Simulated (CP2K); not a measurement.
Crystal: NaLaMnMoO6.

```xyz
10
Lattice="5.4321 0.0000 0.0000 2.4334 4.9399 0.0000 0.1035 2.6661 5.0556" Properties=species:S:1:pos:R:3 pbc="T T T"
Na    4.0099    2.2583    3.7228
La    3.4832    2.5662    0.0503
Mn    6.4568    3.9691    2.1059
Mo    3.5912    5.7235    1.6854
O     4.6411    4.5353    2.8509
O     2.3573    0.4063    0.2914
O     2.2562    2.2442    2.2818
O     2.3393    4.5743    0.6137
O     2.2449    5.4028    3.0654
O     5.5939    2.3510    1.0269
```

The cell was built by a generator and needn't be a form met in nature.

Program: CP2K 2026.2. Alike in all runs: task band structure; potentials or basis POTENTIAL_UZH Na GTH-PBE-q9, Mo GTH-PBE-q14, O GTH-PBE-q6; GTH_POTENTIALS La GTH-PBE-q11, Mn GTH-PBE-q15; TZVP-MOLOPT-PBE-GTH, TZVP-MOLOPT-SR-GTH basis; spin collinear, ferromagnetic start; cell as given; k mesh 6 × 6 × 5; smearing fermi-dirac 0.05 eV.

Task: Order these runs on this cell by their pressure, lowest first.
A. level RPBE
B. level PBEsol
C. level LDA

Result: C (-6.0 GPa), B (-2.6 GPa), A (4.9 GPa).

Caveats: the potentials were made for another functional, which shifts forces and pressure; the basis of atomic orbitals isn't converged, which shifts pressures, moduli and gaps; the total moment is fixed, so each spin has its own Fermi level; a cell with one magnetic atom can't hold antiferromagnetic order, which such compounds often take.
